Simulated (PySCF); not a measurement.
# CH₇F₂PSi₂: electronic excitations at several levels of theory

Aim: compute the electronic excitations of CH₇F₂PSi₂ (`FC(F)[SiH2]P[SiH3]`) at several levels, and see how far they spread and what each costs.

Programs: PySCF 2.14.0, with density-fitted response routines of our own. Each step states its level of theory. These are calculated values for one molecule in the gas phase, unless marked as measured. Atoms count from 0, in the outputs and in this text.

### 1 Starting geometry

13 atoms, charge 0, multiplicity 1; geometry from: GFN2-xTB. The atoms were then displaced at random by about 0.01 Å, so the start is not that level's minimum.

Bonds of the start (Å): F0–C1 1.36, C1–F2 1.38, C1–Si3 1.94, Si3–P4 2.19, P4–Si5 2.25, C1–H6 1.10, Si3–H7 1.47, Si3–H8 1.44, P4–H9 1.37, Si5–H10 1.46, Si5–H11 1.46, Si5–H12 1.44.

### 2 Optimising the geometry at PBE0-D3(BJ)/def2-SVP

The job: settings as JSON, then the geometry in Å.

```
{"job": {"xc": "PBE0", "basis": "def2-SVP", "d3": "d3bj", "grid": 1, "shake": 0.01, "kind": "geom"}, "charge": 0, "multiplicity": 1}
F     -0.970210     1.875680     0.107970
C     -1.774410     0.853650     0.513220
F     -3.042550     1.125520     0.053690
Si    -1.074710    -0.797610    -0.230810
P      0.814280    -1.128070     0.818250
Si     2.241510     0.257450    -0.234150
H     -1.797130     0.901550     1.612810
H     -2.059760    -1.821770     0.155510
H     -1.112940    -0.599760    -1.660720
H      1.143110    -2.262120     0.129660
H      1.992940     1.594710     0.283260
H      2.093960     0.199720    -1.680830
H      3.551730    -0.215830     0.121810
```

On the command line:

```
OMP_NUM_THREADS=1 python probes_run.py task.json out
```

This one command runs all jobs of the session in turn.

Standard output:

```text
step   0  E = -1161.25052515  max force = 0.024479
step   1  E = -1161.25816623  max force = 0.004866
step   2  E = -1161.25855684  max force = 0.001948
step   3  E = -1161.25870400  max force = 0.001185
step   4  E = -1161.25882535  max force = 0.001233
step   5  E = -1161.25894259  max force = 0.001835
step   6  E = -1161.25903767  max force = 0.001573
step   7  E = -1161.25910818  max force = 0.001171
step   8  E = -1161.25912642  max force = 0.000461
step   9  E = -1161.25912832  max force = 0.000181
optimisation converged
```

Wall time 1.9 min (1 thread of Arm Neoverse N1, shared host); peak memory 0.55 GiB.

The steps of the relaxation:

| step | energy from step 0 (eV) | largest force component (eV/Å) |
| --- | --- | --- |
| 0 | 0.0000 | 1.2588 |
| 1 | -0.2079 | 0.2502 |
| 2 | -0.2186 | 0.1002 |
| 3 | -0.2226 | 0.0609 |
| 4 | -0.2259 | 0.0634 |
| 5 | -0.2291 | 0.0944 |
| 6 | -0.2316 | 0.0809 |
| 7 | -0.2336 | 0.0602 |
| 8 | -0.2341 | 0.0237 |
| 9 | -0.2341 | 0.0093 |

Distances of close pairs at the start and the end, largest changes first:

| bond | before (Å) | after (Å) | change (Å) |
| --- | --- | --- | --- |
| Si3–P4 | 2.186 | 2.255 | +0.069 |
| P4–H9 | 1.367 | 1.430 | +0.063 |
| Si5–H12 | 1.438 | 1.494 | +0.056 |
| Si3–H8 | 1.444 | 1.493 | +0.048 |
| Si5–H11 | 1.455 | 1.494 | +0.038 |
| Si5–H10 | 1.455 | 1.489 | +0.034 |
| P4–Si5 | 2.250 | 2.273 | +0.023 |
| Si3–H7 | 1.473 | 1.492 | +0.020 |

The final coordinates are the input of the step that follows.

| at the end point | value |
| --- | --- |
| point group (found at 0.08 Å tolerance) | C1 |
| rotational constants (GHz, main isotopes) | 2.769, 1.076, 0.853 |
| dipole moment (D) | 1.29 |

### 3 Ultraviolet spectrum: PBE0/def2-TZVP

The job: settings as JSON, then the geometry in Å.

```
{"job": {"kind": "uv", "xc": "PBE0", "basis": "def2-TZVP"}, "charge": 0, "multiplicity": 1}
F     -0.754720     1.821599    -0.028635
C     -1.706380     0.912772     0.333735
F     -2.843844     1.206122    -0.344580
Si    -1.100337    -0.852338    -0.132371
P      0.810979    -1.184383     1.016505
Si     2.115423     0.281712    -0.130566
H     -1.905512     1.054676     1.412506
H     -2.138717    -1.828775     0.309037
H     -0.955265    -0.890638    -1.617348
H      1.195468    -2.319691     0.237504
H      2.108973     1.580332     0.598218
H      1.683887     0.488567    -1.545532
H      3.496699    -0.287059    -0.114421
```

With the program's defaults for keys left out, this is: TDDFT PBE0/def2-TZVP, vertical, gas phase, core orbitals frozen in the response.

Standard output:

```text
coarse grid: 12472 points
cycle   1  E = -1161.7875455509  dE =  2.658e-01  |g| = 6.413e-01  |ddm| = 2.645e+00
cycle   2  E = -1161.7141055711  dE =  7.344e-02  |g| = 9.596e-01  |ddm| = 7.268e-01
cycle   3  E = -1161.8521208501  dE = -1.380e-01  |g| = 4.866e-02  |ddm| = 4.278e-01
cycle   4  E = -1161.8524524131  dE = -3.316e-04  |g| = 1.722e-02  |ddm| = 4.276e-02
cycle   5  E = -1161.8525220053  dE = -6.959e-05  |g| = 6.223e-03  |ddm| = 1.981e-02
cycle   6  E = -1161.8525327249  dE = -1.072e-05  |g| = 8.728e-04  |ddm| = 6.267e-03
cycle   7  E = -1161.8525328911  dE = -1.662e-07  |g| = 4.175e-04  |ddm| = 9.160e-04
final grid: 107800 points
cycle   8  E = -1161.8573113799  dE = -5.195e-05  |g| = 5.617e-03  |ddm| = 2.721e-02
cycle   9  E = -1161.8573077611  dE =  3.619e-06  |g| = 7.115e-03  |ddm| = 7.764e-03
cycle  10  E = -1161.8573175050  dE = -9.744e-06  |g| = 7.916e-04  |ddm| = 4.252e-03
cycle  11  E = -1161.8573175819  dE = -7.696e-08  |g| = 2.673e-04  |ddm| = 6.073e-04
cycle  12  E = -1161.8573175957  dE = -1.379e-08  |g| = 5.517e-05  |ddm| = 2.331e-04
cycle  13  E = -1161.8573175964  dE = -7.105e-10  |g| = 2.102e-05  |ddm| = 5.423e-05
converged SCF energy = -1161.8573175964

Static polarisability (au): isotropic 95.240, principal 81.203 92.164 112.352

Singlet excitations
state   eV       nm        f      main configurations
  1   5.8876    210.6   0.01620   H->L 0.93
  2   6.3607    194.9   0.03751   H->L+1 0.78, H->L+2 0.18
  3   6.5459    189.4   0.04279   H->L+2 0.64, H->L+1 0.14, H-1->L 0.09
  4   6.8298    181.5   0.03303   H->L+3 0.88
  5   6.9153    179.3   0.00318   H->L+4 0.92
  6   7.1226    174.1   0.01966   H-1->L 0.77, H-2->L 0.14
  7   7.2968    169.9   0.04323   H-1->L+1 0.33, H-2->L 0.23, H-1->L+2 0.20
  8   7.4493    166.4   0.26611   H-1->L+1 0.40, H-2->L 0.34
  9   7.4570    166.3   0.02096   H-1->L+2 0.49, H->L+5 0.19, H-1->L+1 0.18
 10   7.5702    163.8   0.00187   H-1->L+3 0.40, H-2->L+2 0.36, H->L+5 0.17

Triplet excitations (Tamm-Dancoff, eV): 5.2236 5.4909 5.9415 6.1795
```

It took 68 s on 1 thread of Arm Neoverse N1, shared host; peak memory 0.93 GiB.

Frontier orbitals and where they lie:

| orbital | eV | atoms |
| --- | --- | --- |
| HOMO−3 | -9.75 | Si5 37 %, H10 27 %, H12 12 % |
| HOMO−2 | -8.88 | P4 26 %, Si3 19 %, Si5 18 % |
| HOMO−1 | -8.57 | C1 23 %, Si3 20 %, P4 16 % |
| HOMO | -7.65 | P4 70 %, Si5 10 %, Si3 10 % |
| LUMO | -0.37 | Si3 38 %, P4 28 %, Si5 18 % |
| LUMO+1 | -0.03 | Si5 43 %, P4 22 %, Si3 15 % |
| LUMO+2 | 0.07 | P4 34 %, Si3 21 %, Si5 14 % |

With each of the 10 states as a Gaussian band of 0.4 eV half-width at 1/e, the curve within the window shown has maxima at 168 nm (ε 14,000) L/(mol cm). Beyond the last state computed it falls off for lack of states. The curve at chosen wavelengths:

(nm, ε (L/mol/cm)): (158, 4146), (161, 8011), (164, 11825), (167, 13792), (170, 13181), (173, 10791), (176, 8062), (179, 6004), (182, 4861), (185, 4383), (188, 4194), (191, 4003), (194, 3674), (198, 3030), (201, 2492), (204, 1996), (207, 1581), (210, 1250), (213, 987), (216, 770), (219, 587), (222, 432), (225, 305), (228, 206), (231, 133), (234, 83)

Further results of this job:

| property | computed |
| --- | --- |
| dipole moment (D) | 1.42 |
| polarisability (Å³) | 14.11 |
| HOMO–LUMO gap (eV) | 7.28 |
| −ε(HOMO) (eV) | 7.65 |

### 4 Excited states and response: PBE0/aug-cc-pVDZ

Settings changed since step 3:

```diff
@@ -1,2 +1,2 @@
-{"job": {"kind": "uv", "xc": "PBE0", "basis": "def2-TZVP"}, "charge": 0, "multiplicity": 1}
+{"job": {"kind": "uv", "xc": "PBE0", "basis": "aug-cc-pVDZ"}, "charge": 0, "multiplicity": 1}
 F     -0.754720     1.821599    -0.028635
```

Level: TDDFT PBE0/aug-cc-pVDZ, vertical, gas phase, core orbitals frozen in the response.

Standard output:

```text
coarse grid: 12472 points
cycle   1  E = -1161.6805134619  dE =  3.166e-01  |g| = 5.667e-01  |ddm| = 6.976e+00
cycle   2  E = -1161.6189163287  dE =  6.160e-02  |g| = 8.472e-01  |ddm| = 1.745e+00
cycle   3  E = -1161.7378588542  dE = -1.189e-01  |g| = 3.807e-02  |ddm| = 9.758e-01
cycle   4  E = -1161.7381082812  dE = -2.494e-04  |g| = 1.539e-02  |ddm| = 1.092e-01
cycle   5  E = -1161.7381809539  dE = -7.267e-05  |g| = 4.618e-03  |ddm| = 5.005e-02
cycle   6  E = -1161.7381887805  dE = -7.827e-06  |g| = 6.730e-04  |ddm| = 1.267e-02
final grid: 107800 points
cycle   7  E = -1161.7551840656  dE = -2.233e-05  |g| = 6.018e-03  |ddm| = 1.001e-01
cycle   8  E = -1161.7551777863  dE =  6.279e-06  |g| = 8.622e-03  |ddm| = 2.176e-02
cycle   9  E = -1161.7551915404  dE = -1.375e-05  |g| = 4.918e-04  |ddm| = 1.132e-02
cycle  10  E = -1161.7551915925  dE = -5.210e-08  |g| = 1.878e-04  |ddm| = 1.342e-03
cycle  11  E = -1161.7551916007  dE = -8.213e-09  |g| = 3.255e-05  |ddm| = 4.050e-04
cycle  12  E = -1161.7551916011  dE = -3.279e-10  |g| = 1.128e-05  |ddm| = 1.008e-04
converged SCF energy = -1161.7551916011

Static polarisability (au): isotropic 100.988, principal 86.473 98.671 117.821

Singlet excitations
state   eV       nm        f      main configurations
  1   5.9399    208.7   0.01225   H->L 0.89
  2   6.0612    204.6   0.05590   H->L+1 0.97
  3   6.4094    193.4   0.06717   H->L+2 0.86
  4   6.6386    186.8   0.04926   H->L+3 0.88
  5   6.7689    183.2   0.00256   H->L+4 0.84
  6   7.0775    175.2   0.01329   H-1->L 0.48, H-1->L+1 0.18, H->L+5 0.15
  7   7.0985    174.7   0.00067   H-1->L+1 0.60, H-1->L 0.26
  8   7.1846    172.6   0.00681   H->L+5 0.69, H-1->L 0.13
  9   7.2725    170.5   0.11856   H-1->L+2 0.33, H->L+6 0.21, H-2->L 0.12
 10   7.3305    169.1   0.10426   H-2->L 0.38, H->L+6 0.19

Triplet excitations (Tamm-Dancoff, eV): 5.2969 5.4916 5.7494 6.1819
```

Run time: 57 s. Hardware: 1 thread of Arm Neoverse N1, shared host; peak memory 0.81 GiB.

This run: HOMO -7.63 eV, LUMO -0.44 eV; lowest singlet 5.94 eV.

### 5 TDDFT and polarisability: PBE0/6-31+G*

Settings changed since step 4:

```diff
@@ -1,2 +1,2 @@
-{"job": {"kind": "uv", "xc": "PBE0", "basis": "aug-cc-pVDZ"}, "charge": 0, "multiplicity": 1}
+{"job": {"kind": "uv", "xc": "PBE0", "basis": "6-31+G*"}, "charge": 0, "multiplicity": 1}
 F     -0.754720     1.821599    -0.028635
```

With the program's defaults for keys left out, this is: TDDFT PBE0/6-31+G*, vertical, gas phase, core orbitals frozen in the response.

Standard output:

```text
coarse grid: 12472 points
cycle   1  E = -1161.6616952931  dE =  2.904e-01  |g| = 5.508e-01  |ddm| = 3.239e+00
cycle   2  E = -1161.6066160671  dE =  5.508e-02  |g| = 8.167e-01  |ddm| = 9.870e-01
cycle   3  E = -1161.7181334130  dE = -1.115e-01  |g| = 3.614e-02  |ddm| = 5.403e-01
cycle   4  E = -1161.7183797510  dE = -2.463e-04  |g| = 1.521e-02  |ddm| = 7.574e-02
cycle   5  E = -1161.7184553849  dE = -7.563e-05  |g| = 4.152e-03  |ddm| = 3.597e-02
cycle   6  E = -1161.7184616634  dE = -6.279e-06  |g| = 7.640e-04  |ddm| = 9.257e-03
final grid: 107800 points
cycle   7  E = -1161.6742314160  dE = -1.798e-05  |g| = 6.673e-03  |ddm| = 2.764e-02
cycle   8  E = -1161.6742238010  dE =  7.615e-06  |g| = 9.566e-03  |ddm| = 1.223e-02
cycle   9  E = -1161.6742403712  dE = -1.657e-05  |g| = 4.887e-04  |ddm| = 6.474e-03
cycle  10  E = -1161.6742404327  dE = -6.155e-08  |g| = 1.569e-04  |ddm| = 9.187e-04
cycle  11  E = -1161.6742404388  dE = -6.040e-09  |g| = 3.226e-05  |ddm| = 2.625e-04
cycle  12  E = -1161.6742404391  dE = -2.876e-10  |g| = 1.373e-05  |ddm| = 7.035e-05
converged SCF energy = -1161.6742404391

Static polarisability (au): isotropic 91.465, principal 78.052 89.011 107.332

Singlet excitations
state   eV       nm        f      main configurations
  1   6.0191    206.0   0.03231   H->L 0.80, H->L+1 0.13
  2   6.1212    202.5   0.05354   H->L+1 0.83, H->L 0.14
  3   6.4854    191.2   0.08521   H->L+2 0.86
  4   6.7698    183.1   0.05176   H->L+3 0.94
  5   6.9927    177.3   0.01295   H->L+4 0.93
  6   7.1803    172.7   0.01777   H-1->L 0.70, H-2->L 0.12
  7   7.2669    170.6   0.00466   H-1->L+1 0.83
  8   7.3969    167.6   0.07642   H->L+5 0.66, H-1->L+2 0.09
  9   7.4220    167.0   0.19096   H-2->L 0.34, H->L+5 0.24, H-1->L+2 0.18
 10   7.5259    164.7   0.03527   H-2->L+1 0.59, H-1->L+2 0.12, H-1->L+3 0.10

Triplet excitations (Tamm-Dancoff, eV): 5.2893 5.5003 5.7848 6.3571
```

Run time: 28 s. Hardware: 1 thread of Arm Neoverse N1, shared host; peak memory 0.7 GiB.

This run: HOMO -7.65 eV, LUMO -0.43 eV; lowest singlet 6.02 eV.

### 6 Comparing the runs: electronic excitations

Excitations and ground-state properties, with basis size and wall time:

| run | lowest singlet (eV) | brightest (eV) | f | gap (eV) | α (Å³) | μ (D) | functions | time |
| --- | --- | --- | --- | --- | --- | --- | --- | --- |
| PBE0/def2-TZVP | 5.89 | 7.45 | 0.266 | 7.28 | 14.11 | 1.42 | 246 | 68 s |
| PBE0/aug-cc-pVDZ | 5.94 | 7.27 | 0.119 | 7.19 | 14.96 | 1.43 | 213 | 57 s |
| PBE0/6-31+G* | 6.02 | 7.42 | 0.191 | 7.22 | 13.55 | 1.51 | 134 | 28 s |

### 7 Outcome

| quantity | value |
| --- | --- |
| point group | C1 |
| rotational constants (main isotopes) | 2.77, 1.08, 0.85 GHz |
| lowest singlet (PBE0/def2-TZVP) | 5.89 eV (211 nm), f = 0.016 |
| brightest single state of those computed | state 8, 7.45 eV, f = 0.266 |
| lowest triplet | 5.22 eV |
| range of the lowest singlet | 5.89 to 6.02 eV |

In words: Single values in the summary come from the first run of each kind that ended normally (PBE0/def2-TZVP), which need not be the best level. Relaxing lowered the energy by 0.234 eV in 9 steps; the close pair that moved most is Si3–P4, from 2.186 to 2.255 Å. No frequency check was run at this level, so the end point may be a saddle. The lowest singlet, at 5.89 eV, is HOMO→LUMO 0.93 and is weak; of the 10 states computed, the strongest absorption comes from state 8 at 7.45 eV. The lowest triplet lies 0.66 eV below the lowest singlet (triplets in Tamm-Dancoff, singlets in full TDDFT). The basis of PBE0/def2-TZVP has no diffuse functions, so Rydberg states are missing and the high states are unreliable. The lowest singlet runs from 5.89 eV (PBE0/def2-TZVP) to 6.02 eV (PBE0/6-31+G*), while the orbital gap spans 7.19 to 7.28 eV. The lowest state need not be the same one in every run.
